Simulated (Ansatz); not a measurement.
**C12H10O, 23 atoms: how the time falls with more hardware**

Aim: measure how long an MP2 calculation on a Hartree-Fock reference takes on C12H10O, and how the time changes with the share of the machine.

Program: Ansatz 0.2.0 (MP2, HF, Gaussian basis). Host: Intel Xeon 6975P-C (Granite Rapids), 96 cores, 190 hardware threads, 362 GiB; it was booked for these runs alone, one at a time. Each run is timed once from launch to exit, start-up included.

### 1 The system

A molecule of 23 atoms and 90 electrons, SMILES c1ccc(cc1)Oc1ccccc1, in the basis cc-pvqz.

### 2 Baseline

input.yaml reads:

```yaml
crystal:
  periodic: [false, false, false]
  atoms:
    - { symbol: C, position_ang: [3.5500, 0.9600, -0.2400] }
    - { symbol: C, position_ang: [2.7900, 0.5400, 0.8400] }
    - { symbol: C, position_ang: [1.5800, -0.1200, 0.6300] }
    - { symbol: C, position_ang: [1.1300, -0.3500, -0.6700] }
    - { symbol: C, position_ang: [1.9100, 0.0500, -1.7600] }
    - { symbol: C, position_ang: [3.1200, 0.7100, -1.5500] }
    - { symbol: O, position_ang: [-0.0300, -1.0300, -0.9500] }
    - { symbol: C, position_ang: [-1.1600, -0.6600, -0.2600] }
    - { symbol: C, position_ang: [-1.5600, 0.6700, -0.1300] }
    - { symbol: C, position_ang: [-2.7400, 0.9700, 0.5500] }
    - { symbol: C, position_ang: [-3.5300, -0.0500, 1.0800] }
    - { symbol: C, position_ang: [-3.1400, -1.3800, 0.9300] }
    - { symbol: C, position_ang: [-1.9600, -1.6900, 0.2500] }
    - { symbol: H, position_ang: [4.5000, 1.4800, -0.0800] }
    - { symbol: H, position_ang: [3.1300, 0.7300, 1.8600] }
    - { symbol: H, position_ang: [1.0000, -0.4600, 1.4800] }
    - { symbol: H, position_ang: [1.5700, -0.1500, -2.7700] }
    - { symbol: H, position_ang: [3.7200, 1.0300, -2.3900] }
    - { symbol: H, position_ang: [-0.9700, 1.4700, -0.5500] }
    - { symbol: H, position_ang: [-3.0500, 2.0100, 0.6700] }
    - { symbol: H, position_ang: [-4.4500, 0.1900, 1.6100] }
    - { symbol: H, position_ang: [-3.7500, -2.1800, 1.3300] }
    - { symbol: H, position_ang: [-1.6600, -2.7200, 0.1200] }
basis:
  gaussian: { orbitals: cc-pvqz }
correlation: { method: mp2 }
```

Launch:

```console
ansatz run input.yaml --backend cpu --events-out ev --progress --plain --runs-dir out
```

### 3 On 32 threads

input.yaml is that of step 2.

(Steps that only read results are left out.)

Q: Predict the timings and the best choice. Wanted: reference; fastest over threads; speed-up from 32 to 96 threads.

**Answer**, as computed:

```
                      quantity                 value
                     reference    19 s on 96 threads
          fastest over threads            19 s on 96
speed-up from 32 to 96 threads  1.3 (45 % efficient)
```

**Reading.** Going from 32 to 96 threads cuts the time by a factor of 1.3, 45 % of the ideal. The figures hold for this build, input and host.
